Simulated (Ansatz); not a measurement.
# Ba2Ho3Te: the cost of one run

Computed with Ansatz 0.2.0 (DFT PBE, scalar-relativistic, plane waves, PAW; 4f electrons in the core of a trivalent norm-conserving potential, unless a step names another level, unless a step's input says otherwise).

5 further runs of the same task are left out: 3 that didn't finish, 2 set aside as unsound or not needed.

**1. The starting structure**

The structure is trigonal, space group P-3m1 (No. 164). The conventional cell has a = 5.523 Å, b = 5.523 Å, c = 9.858 Å, α = 90.00°, β = 90.00°, γ = 120.00°. Around Ba (site symmetry 3m) lie 3 Te at 3.61 Å and 4 Ho at 3.85 to 4.12 Å. Around Ho (site symmetry 3m) lie 6 Ho at 3.25 to 3.42 Å. Ho (site symmetry -3m) has 6 Ho at 3.25 Å as nearest neighbours. Te (site symmetry -3m) has 6 Ba at 3.61 Å as nearest neighbours.

Structure file:

```
CELL_PARAMETERS angstrom
5.52282 0.00000 0.00000
-2.76141 4.78290 0.00000
0.00000 0.00000 9.85793
ATOMIC_POSITIONS crystal
Ba 0.66667 0.33333 0.82757
Ba 0.33333 0.66667 0.17243
Ho 0.66667 0.33333 0.43697
Ho 0.33333 0.66667 0.56303
Ho 0.00000 0.00000 0.50000
Te 0.00000 0.00000 0.00000
```

It came out lowest among 20 distinct ends of the trial cells. At a tolerance of 0.05 Å it has space group P-3m1 (No. 164).

**2. A stricter relaxation, on the response runs' mesh and smearing**

Input file input.yaml:

```yaml
crystal:
  lattice:
    - [5.52282239, 0.0, 0.0]
    - [-2.761411195, 4.7829044904, 0.0]
    - [0.0, 0.0, 9.857929723]
  atoms:
    - { symbol: Ba, position: [0.6666666667, 0.3333333333, 0.8275734033] }
    - { symbol: Ba, position: [0.3333333333, 0.6666666667, 0.1724265967] }
    - { symbol: Ho, position: [0.6666666667, 0.3333333333, 0.4369654818] }
    - { symbol: Ho, position: [0.3333333333, 0.6666666667, 0.5630345182] }
    - { symbol: Ho, position: [0.0, 0.0, 0.5] }
    - { symbol: Te, position: [0.0, 0.0, 0.0] }
basis:
  ecutwfc: 690
kpoints:
  mp_grid: { grid: [6, 6, 4] }
hamiltonian:
  xc: pbe
  pseudopotentials:
    kind: paw
    azcp: { Ho: "pseudopotentials/pbe/nc/lanthanide_3plus/Ho.nc.azcp" }
scf:
  occupations: { method: gaussian, width: 0.1 }
output:
  forces: true
  stress: true
  eigenvalues: true
relax:
  adjacent_minimum: "off"
  f_tol: 0.001
  max_steps: 60
  cell: { stress_tol: 0.01 }
```

Command:

```console
> ansatz run input.yaml --threads 3 --pin off --max-ram 8448MiB --backend cpu --events-out ev --progress --plain --runs-dir out
```

Q: Estimate wall time and peak memory on 3 threads of Arm Neoverse V2, shared host.

About 74 s, with a peak of 1.1 GiB.
